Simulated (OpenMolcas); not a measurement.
# CH7NOSi (SMILES CO[SiH2]N): levels of theory compared

We compute a comparison of 6 runs (B3LYP/6-31G*, M06-2X/cc-pVDZ, r2SCAN/cc-pVDZ, revPBE/cc-pVDZ, MP2/cc-pVDZ, CCSD(T)/cc-pVDZ) of CH7NOSi. 

The results are computed with OpenMolcas 26.06.

1 further run of the same task is left out (set aside as unsound or not needed).

### 1 The structure to begin with

CH7NOSi: 11 atoms, total charge 0, spin state singlet. SMILES: `CO[SiH2]N`. The N4–H11 distance was set to 1.510 Å, away from the relaxed value. At this shape a bond of the SMILES string is far longer than usual.

Bond lengths: C1–O2 1.407 Å, O2–Si3 1.648 Å, Si3–N4 1.701 Å, C1–H5 1.097 Å, C1–H6 1.091 Å, C1–H7 1.097 Å, Si3–H8 1.488 Å, Si3–H9 1.488 Å, N4–H10 1.007 Å. Some angles: C1–O2–Si3 122.1°, O2–Si3–N4 112.5°, O2–C1–H5 111.7°, O2–C1–H6 108.5°, O2–C1–H7 111.7°, O2–Si3–H8 108.4°, O2–Si3–H9 108.6°, N4–Si3–H8 108.4°, N4–Si3–H9 108.2°, Si3–N4–H10 120.7°. A long bond or contact: N4–H11 1.510 Å.

### 2 A single-point energy at B3LYP/6-31G(d) (spherical functions) (run 1)

input.xyz

```xyz
11

C     -0.779751     1.692450     0.987555
O     -0.735051     0.489250     0.260255
Si     0.409349    -0.662150     0.541655
N      0.220249    -2.026350    -0.456345
H      0.133949     2.283450     0.849655
H     -1.625951     2.281750     0.629755
H     -0.915151     1.512350     2.061155
H      0.297449    -1.099350     1.959655
H      1.750149    -0.074450     0.275255
H     -0.527851    -2.680550    -0.295945
H      0.593600    -1.968000    -1.918400
```

run.input

```
* CH7NOSi Kohn-Sham DFT
&GATEWAY
BasLib=$CurrDir
Coord=input.xyz
Basis=6-31Gs
Group=NoSym
&SEWARD
GridInput
Grid=UltraFine
End of Grid
&SCF
KSDFT=B3LYP
Thresholds=1e-10 1e-07 1e-07 1e-05
PrOrbitals=0
```

The basis set 6-31G* is read from a file made from the Basis Set Exchange's data (not shown).

The run is started by

```sh
$ export MOLCAS_MEM=1860
$ pymolcas run.input > run.log
```

The log of the run:

```text
--- Start Module: gateway ---
[...]
--- Stop Module: gateway /rc=_RC_ALL_IS_WELL_ ---
--- Start Module: seward ---
[...]
      Basis functions           74
--- Stop Module: seward /rc=_RC_ALL_IS_WELL_ ---
[...]
--- Start Module: scf ---
[...]
       Convergence after  17 Iterations
[...]
::    Total KS-DFT energy                            -461.7469829801
[...]
      Total spin, S                                     0.0000000000
[...]
      Total electronic charge=   42.000000
      Total            charge=   -0.000000
[...]
      Dipole Moment (debye):
      Origin of the operator (angstrom)=   -0.0892   -0.2403    0.3682
                   X= -3.9379E-01               Y=  4.6304E-02               Z= -3.2085E-01           Total=  5.1006E-01
      Quadrupole Moment (debye*angstrom):
[...]
--- Stop Module: scf /rc=_RC_ALL_IS_WELL_ ---
[...]
```

Wall time 33 s (1 thread of AMD EPYC 7R43 (Zen 3), shared host); peak memory 0.43 GiB.

### 3 The energy at M06-2X/cc-pVDZ (run 2)

struct.xyz

```xyz
11

C     -0.779751     1.692450     0.987555
O     -0.735051     0.489250     0.260255
Si     0.409349    -0.662150     0.541655
N      0.220249    -2.026350    -0.456345
H      0.133949     2.283450     0.849655
H     -1.625951     2.281750     0.629755
H     -0.915151     1.512350     2.061155
H      0.297449    -1.099350     1.959655
H      1.750149    -0.074450     0.275255
H     -0.527851    -2.680550    -0.295945
H      0.593600    -1.968000    -1.918400
```

test.input

```
&GATEWAY
BasLib=$CurrDir
Coord=struct.xyz
Basis=cc-pVDZ
Group=NoSym
&SEWARD
GridInput
Grid=UltraFine
End of Grid
&SCF
KSDFT=M062X
Thresholds=1e-10 1e-07 1e-07 1e-05
PrOrbitals=1 2
```

The basis set cc-pVDZ is read from a file made from the Basis Set Exchange's data (not shown).

The run is started by

```sh
$ export MOLCAS_MEM=1860
$ pymolcas test.input > test.log
```

The log of the run:

```text
--- Start Module: gateway ---
[...]
--- Stop Module: gateway /rc=_RC_ALL_IS_WELL_ ---
--- Start Module: seward ---
[...]
      Basis functions           95
--- Stop Module: seward /rc=_RC_ALL_IS_WELL_ ---
[...]
--- Start Module: scf ---
[...]
       Convergence after  14 Iterations
[...]
::    Total KS-DFT energy                            -461.6459995264
[...]
      Total spin, S                                     0.0000000000
[...]
      Total electronic charge=   42.000000
      Total            charge=   -0.000000
[...]
      Dipole Moment (debye):
      Origin of the operator (angstrom)=   -0.0892   -0.2403    0.3682
                   X= -2.9733E-01               Y=  4.7815E-03               Z= -4.8415E-01           Total=  5.6818E-01
      Quadrupole Moment (debye*angstrom):
[...]
--- Stop Module: scf /rc=_RC_ALL_IS_WELL_ ---
[...]
```

It took 52 s on 1 thread of AMD EPYC 7R43 (Zen 3), shared host; peak memory 0.53 GiB.

Runs 3 to 5 aren't shown in full; the table further down has their settings and results.

### 4 A single-point energy at CCSD(T)/cc-pVDZ (run 6)

mol.inp

```
&GATEWAY
  BasLib = $CurrDir
  Coord
  11
  angstrom
  C       -0.779751       1.692450       0.987555
  O       -0.735051       0.489250       0.260255
  Si       0.409349      -0.662150       0.541655
  N        0.220249      -2.026350      -0.456345
  H        0.133949       2.283450       0.849655
  H       -1.625951       2.281750       0.629755
  H       -0.915151       1.512350       2.061155
  H        0.297449      -1.099350       1.959655
  H        1.750149      -0.074450       0.275255
  H       -0.527851      -2.680550      -0.295945
  H        0.593600      -1.968000      -1.918400
  Basis = cc-pVDZ
  Group = NoSym

&SEWARD

&SCF
  Thresholds = 1e-10 1e-07 1e-07 1e-05
  PrOrbitals = 1 1

&RASSCF
  FileOrb = $Project.ScfOrb
  Spin = 1
  Nactel = 0 0 0
  Inactive = 21
  Ras2 = 0
  OutOrbitals = Canonical
  OrbListing = Few

&MOTRA
  JobIph
  Frozen = 8

&CCSDT
  CCT
  Triples = 2
  Iterations = 80
  Accuracy = 1e-08
  Extrapolation = 5 4
```

The basis set cc-pVDZ is read from a file made from the Basis Set Exchange's data (not shown).

The run is started by

```sh
$ export MOLCAS_MEM=1860
$ pymolcas mol.inp > mol.log
```

The log of the run:

```text
--- Start Module: gateway ---
[...]
--- Stop Module: gateway /rc=_RC_ALL_IS_WELL_ ---
[...]
      Basis functions           95
[...]
       Convergence after  14 Iterations
[...]
::    Total SCF energy                               -460.1452686788
[...]
      Total spin, S                                     0.0000000000
[...]
      Number of active orbitals                  0
[...]
      Spin quantum number                      0.0
[...]
      Active orbitals                            0
[...]
      Number of CSFs                             1
[...]
      Number of root(s) required                 1
[...]
      Convergence after  4 iterations
[...]
      Natural orbitals and occupation numbers for root  1
      ************************************************************************************************************************
      *                                                    Final results                                                     *
      ************************************************************************************************************************
[...]
::    RASSCF root number  1 Total energy:   -460.14526868
[...]
      Total electronic charge=   42.000000
      Total            charge=   -0.000000
[...]
      Dipole Moment (debye):
      Origin of the operator (angstrom)=   -0.0892   -0.2403    0.3682
                   X= -2.6031E-01               Y=  1.5388E-01               Z= -2.5590E-01           Total=  3.9614E-01
      Quadrupole Moment (debye*angstrom):
[...]
--- Start Module: motra ---
[...]
--- Stop Module: motra /rc=_RC_ALL_IS_WELL_ ---
[...]
--- Start Module: ccsdt ---
[...]
      Convergence after                    19  Iterations
      Total energy (diff) :    -460.80810281      -0.00000000
[...]
 METHOD                       : CCSD+T(CCSD)+<T3(1)WT1> = CCSD(T)
[...]
       CCSD     =      -460.8081028101601
[...]
```

Wall time 1.9 min (1 thread of AMD EPYC 7R43 (Zen 3), shared host); peak memory 0.52 GiB.

### 5 All runs side by side

```
run                               level  integration grid  frozen core orbitals  energy (Eh)  dipole moment (D) of the reference  HOMO energy (eV)  LUMO energy (eV)  wall time
  1  B3LYP/6-31G* (spherical functions)         UltraFine                     –  -461.746983                                0.51             -7.04             -1.39       33 s
  2                      M06-2X/cc-pVDZ         UltraFine                     –  -461.646000                                0.57             -8.76             -0.11       52 s
  3                      r2SCAN/cc-pVDZ         UltraFine                     –  -461.623669                                0.59             -6.17             -2.05       55 s
  4                      revPBE/cc-pVDZ         UltraFine                     –  -461.627923                                0.61             -5.80             -2.25       50 s
  5                         MP2/cc-pVDZ                 –                     8  -460.758591                                0.40            -11.14              2.64       14 s
  6                     CCSD(T)/cc-pVDZ                 –                     8  -460.825593                                0.40            -11.14              2.64    1.9 min
```

### 6 Summary of results

| quantity | value |
| --- | --- |
| run 6: total energy | -460.82559 Eh |
| run 6: dipole moment (mean-field density) | 0.40 D |
| run 6: HOMO energy (Hartree–Fock orbitals) | -11.14 eV |
| run 6: LUMO energy (Hartree–Fock orbitals) | 2.64 eV |
| run 6: HOMO–LUMO gap (Hartree–Fock orbitals) | 13.78 eV |
| run 6: correlation energy (8 core orbitals frozen) | -680.3 mEh |
| run 6: (T) correction | -17.49 mEh |

In words: Over runs 1, 2, 3, 4 the dipole moment (its size) runs from 0.51 D (B3LYP/6-31G*) to 0.61 D (revPBE/cc-pVDZ). The two ends differ in method and basis. Over runs 1, 2, 3, 4 the HOMO–LUMO gap runs from 3.55 eV (revPBE/cc-pVDZ) to 8.65 eV (M06-2X/cc-pVDZ). Totals of different functionals can't be ranked against each other. All runs together took 5.3 min, the longest 1.9 min.
